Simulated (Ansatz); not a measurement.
Turn this script for the Ansatz DFT code, driven from Python into the input file that the command-line program reads.

At the Python prompt:
```pycon
>>> import ansatz
>>> geometry_ang = [
...     ("F", (-0.4672, 1.6346, 1.7938)),
...     ("C", (-0.0927, 1.8049, 0.5019)),
...     ("C", (-0.0347, 0.7591, -0.2764)),
...     ("C", (0.1584, -0.2836, -1.0296)),
...     ("Sb", (-0.6016, -2.1967, -0.3381)),
...     ("H", (0.1792, 2.7975, 0.1157)),
...     ("H", (0.5311, -0.2061, -2.0148)),
...     ("H", (1.0875, -2.7541, -0.156)),
...     ("H", (-0.6716, -1.602, 1.3865)),
... ]
>>> system = ansatz.Crystal.molecule()
>>> for symbol, xyz in geometry_ang:
...     system = system.atom(symbol, xyz)
...
>>> job = system.calculation()
>>> job = job.basis(gaussian="def2-TZVP").functional(ansatz.LibraryFunctional("PBE-QIDH"))
>>> result = job.run()
>>> data = result.report
>>> data["positions_ang"]
[[-0.4672, 1.6346, 1.7938], [-0.0927, 1.8049, 0.5019], [-0.0347, 0.7591, -0.2764], [0.1584, -0.2836, -1.0296], [-0.6016, -2.1967, -0.3381], [0.1792, 2.7975, 0.1157], [0.5311, -0.2061, -2.0148], [1.0875, -2.7541, -0.156], [-0.6716, -1.602, 1.3865]]
>>> data["n_occupied"], data["n_virtual"]
([19, 19], [171, 171])
>>> for key in ("converged", "free_energy_ev", "reference_energy_ev", "n_frozen", "n_occupied", "n_virtual"):
...     print(f"{key:22s} {data[key]}")
...
converged              True
free_energy_ev         -12414.659257753772
reference_energy_ev    -12403.807981420992
n_frozen               8
n_occupied             [19, 19]
n_virtual              [171, 171]
```

`input.yaml`:
```yaml
crystal:
  periodic: [false, false, false]
  atoms:
    - { symbol: F, position_ang: [-0.4672, 1.6346, 1.7938] }
    - { symbol: C, position_ang: [-0.0927, 1.8049, 0.5019] }
    - { symbol: C, position_ang: [-0.0347, 0.7591, -0.2764] }
    - { symbol: C, position_ang: [0.1584, -0.2836, -1.0296] }
    - { symbol: Sb, position_ang: [-0.6016, -2.1967, -0.3381] }
    - { symbol: H, position_ang: [0.1792, 2.7975, 0.1157] }
    - { symbol: H, position_ang: [0.5311, -0.2061, -2.0148] }
    - { symbol: H, position_ang: [1.0875, -2.7541, -0.156] }
    - { symbol: H, position_ang: [-0.6716, -1.602, 1.3865] }
basis:
  gaussian: { orbitals: def2-TZVP }
hamiltonian:
  xc: { name: PBE-QIDH }
```

The program run on that file:
```console
$ ansatz run input.yaml --threads 1 --pin off --max-ram 4096MiB --backend cpu --events-out ev --progress --plain --runs-dir out
Engine: ansatz 0.2.0, aarch64-unknown-linux-gnu
Functional definition: PBE-QIDH
  parameter a = 3^(-1/3)
  parameter c = 1/3
  exchange = (1 - a)*pbe_x + a*exact_x
  correlation = (1 - c)*pbe_c + c*(mp2_os + mp2_ss)
1467 factors; integrals over basis functions are off by at most 1.1e-3 eV
mean field evaluation 1: about -12398.5279 eV, gradient 4.0e1 eV
mean field evaluation 2: about -12398.7564 eV, gradient 4.0e1 eV
mean field evaluation 4: about -12403.3249 eV, gradient 4.5e0 eV
mean field evaluation 8: about -12403.4948 eV, gradient 1.2e0 eV
mean field evaluation 16: about -12403.8080 eV, gradient 1.4e-1 eV
mean field -12403.80796846 eV, -455.8315352378 hartree, gradient 8.0e-6 eV, S^2 0.000000; 0 other end points of the search recorded, 0 dependent functions left out; unrestricted orbitals would lower it
8 core orbitals not correlated: weight in the atoms' cores, before any rotation towards them, 1.000 or more for the frozen orbitals, at most 0.000 for the correlated occupied ones
reference -12403.80798142 eV, -455.8315357142 hartree; 19, 19 occupied and 171, 171 virtual orbitals, 1467 factors
second order -32.55382900 eV of doubles, -0.00000000 eV of singles
Total energy: -12414.65925775 eV, -456.2303127642 hartree
```

Total energies depend on the basis set; only differences at equal settings carry meaning. The geometry is a force-field or estimated start, not a minimum of this method, and the basis set is short of its limit. def2 sets replace the cores of elements past krypton by effective core potentials. Wall time of the script: 17 s on 1 thread of Arm Neoverse V1, on a shared host, peak memory 0.51 GiB.

(Lines on the test bed's own set-up are left out of the output.)
